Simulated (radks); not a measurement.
# V in [Ne] 3s2 3p5.75 3d3 4s2 5s0.25: an all-electron calculation

One table from this session's results is given with a row withheld; the runs are named, their logs left out.

Method: scalar-relativistic Kohn-Sham, r2SCAN, spin-unpolarised, spherical densities, finite nucleus. Code: radks (a radial shooting solver on a logarithmic mesh, Libxc functionals) version 1.

## Starting point

- element: vanadium (Z = 23)
- charge: 0
- electrons: 23
- configuration: [Ne] 3s2 3p5.75 3d3 4s2 5s0.25
- nuclear rms radius: 3.6002 fm

Set-up of the first run:

Input:

```text
Z 23
configuration [Ne] 3s2 3p5.75 3d3 4s2 5s0.25 4p0 4d0 6s0 4f0
relativity scalar-relativistic
functional r2scan,r2scan
spin unpolarised
nucleus finite rms 3.6002 fm
c 137.035999084
```

One table of the session follows, with a row left open; its other results are not shown here.

It belongs to the step «Radial structure». From the orbitals of this run (lengths in bohr):

| level | <r> | outermost maximum (interpolated) | 90 % within | nodes |
| --- | --- | --- | --- | --- |
| 1s | 0.06645 | 0.0435 | 0.119 | 0 |
| 2s | 0.3074 | 0.255 | 0.477 | 1 |
| 2p | 0.2737 | 0.208 | 0.449 | 0 |
| 3s | 0.9457 | 0.818 | 1.41 | 2 |
| 3p | 1.012 | 0.844 | 1.56 | 1 |
| 3d | 1.379 | 0.886 | 2.42 | 0 |
| 4s | 3.214 | 2.70 | 4.80 | 3 |
| 4p | ? | ? | ? | ? |
| 5s | 13.09 | 11.8 | 18.6 | 4 |

Q: Estimate the row for 4p from the others.

The run gave: <r>: 4.207; outermost maximum (interpolated): 3.34; 90 % within: 6.54; nodes: 2. In the column «<r>» it lies between 4s (3.214) and 5s (13.09).
